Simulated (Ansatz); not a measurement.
**C₃H₇FOSi: one species, many methods**

The task here is to estimate one member of a computed series from the others.

Method: functionals in def2-TZVPP, the program's frozen cores in correlated methods; program: Ansatz 0.2.0, Gaussian basis.

Levels to be run: PBE-D4, r2SCAN-D4, PBE0-D4, B3LYP-D4, ωB97X-V, ωB97M-V, B2PLYP; CCSD(T)/def2-TZVPP; MP2/def2-QZVPP; extrapolation to the limit.

## Structure used throughout

All runs share one geometry, relaxed beforehand with PBE0-D4 in a triple-zeta def2 set.

SMILES `C=C(F)O[SiH2]C`, 13 atoms, charge 0, spin multiplicity 1.

Atoms are counted from 1 here; the program's logs count them from 0.

Bond lengths: C1–C2 1.322 Å, C1–H7 1.079 Å, C1–H8 1.079 Å, C2–F3 1.345 Å, C2–O4 1.320 Å, O4–Si5 1.678 Å, Si5–C6 1.855 Å, Si5–H9 1.481 Å, Si5–H10 1.484 Å, C6–H11 1.092 Å, C6–H12 1.092 Å, C6–H13 1.094 Å. Angles: C2–C1–H7 119.6°, C2–C1–H8 119.9°, H7–C1–H8 120.5°, C1–C2–F3 120.9°, C1–C2–O4 126.9°, F3–C2–O4 112.2°, C2–O4–Si5 127.5°, O4–Si5–C6 111.7°, O4–Si5–H9 102.4°, O4–Si5–H10 109.3°, C6–Si5–H9 111.7°, C6–Si5–H10 111.4°, H9–Si5–H10 110.0°, Si5–C6–H11 111.0°, Si5–C6–H12 111.1°, Si5–C6–H13 109.8°, H11–C6–H12 108.6°, H11–C6–H13 108.0° and more.

As a file:

```xyz
13

C     0.45406   -2.57809   -0.87342
C     0.50776   -1.33726   -0.42175
F     1.37971   -0.45204   -0.93705
O    -0.23314   -0.80922    0.53476
Si   -0.15282    0.75130    1.14701
C    -0.64815    2.01085   -0.12150
H    -0.25139   -3.27126   -0.44286
H     1.11465   -2.89055   -1.66664
H    -1.11263    0.70149    2.27345
H     1.21688    1.00685    1.65822
H    -1.64293    1.79581   -0.51822
H     0.06114    2.03254   -0.95091
H    -0.67266    3.00509    0.33370
```

The first run:

in.yaml

```yaml
crystal:
  periodic: [false, false, false]
  atoms:
    - {symbol: C, position_ang: [0.454065, -2.578090, -0.873416]}
    - {symbol: C, position_ang: [0.507763, -1.337261, -0.421751]}
    - {symbol: F, position_ang: [1.379711, -0.452045, -0.937050]}
    - {symbol: O, position_ang: [-0.233137, -0.809216, 0.534763]}
    - {symbol: Si, position_ang: [-0.152818, 0.751302, 1.147009]}
    - {symbol: C, position_ang: [-0.648146, 2.010852, -0.121502]}
    - {symbol: H, position_ang: [-0.251388, -3.271261, -0.442859]}
    - {symbol: H, position_ang: [1.114645, -2.890555, -1.666644]}
    - {symbol: H, position_ang: [-1.112628, 0.701489, 2.273454]}
    - {symbol: H, position_ang: [1.216882, 1.006850, 1.658222]}
    - {symbol: H, position_ang: [-1.642927, 1.795807, -0.518218]}
    - {symbol: H, position_ang: [0.061139, 2.032537, -0.950909]}
    - {symbol: H, position_ang: [-0.672658, 3.005091, 0.333701]}
basis:
  gaussian: {orbitals: def2-TZVPP}
hamiltonian: {xc: pbe, dispersion: d4}
output: {forces: true, orbitals: {seedname: orbitals}}
```

Command:

```sh
> ansatz run in.yaml --threads 2 --pin off --events-out ev --progress --plain --max-ram 22528MiB --backend cuda --devices 0, --max-vram 18GiB
```

Among the steps run: PBE-D4 (GGA); r2SCAN-D4 (meta-GGA); PBE0-D4 (hybrid); B3LYP-D4 (hybrid); ωB97X-V (range-separated); ωB97M-V (range-separated); B2PLYP (double hybrid); CCSD(T) in def2-TZVPP; MP2 in def2-QZVPP.

One table of the session follows, with a row left open; its other results are not shown here.

| method | atomisation energy (eV) |
| --- | --- |
| PBE-D4 | 53.947 |
| r2SCAN-D4 | 53.070 |
| PBE0-D4 | ? |
| B3LYP-D4 | 52.822 |
| ωB97X-V | 52.985 |
| ωB97M-V | 53.022 |
| B2PLYP | 52.309 |
| HF/def2-TZVPP | 38.750 |
| MP2/def2-TZVPP | 52.466 |
| CCSD/def2-TZVPP | 50.704 |
| CCSD(T)/def2-TZVPP | 51.488 |
| MP2/CBS | 53.789 |
| CCSD(T)/CBS | 52.811 |

**Question.** Estimate the row for PBE0-D4.

As computed: atomisation energy (eV): 52.917. In the column «atomisation energy (eV)» it lies between B3LYP-D4 (52.822) and ωB97X-V (52.985).

Among the levels timed on like hardware and quicker than the yardstick, those that no quicker one beats, quickest first: PBE0-D4 (2.4 s, +0.106 eV); B3LYP-D4 (3.3 s, +0.011 eV). Runs this short are mostly start-up, so their order is noise.

B2PLYP carry no dispersion term (for B3LYP, D4 adds 0.421 eV).
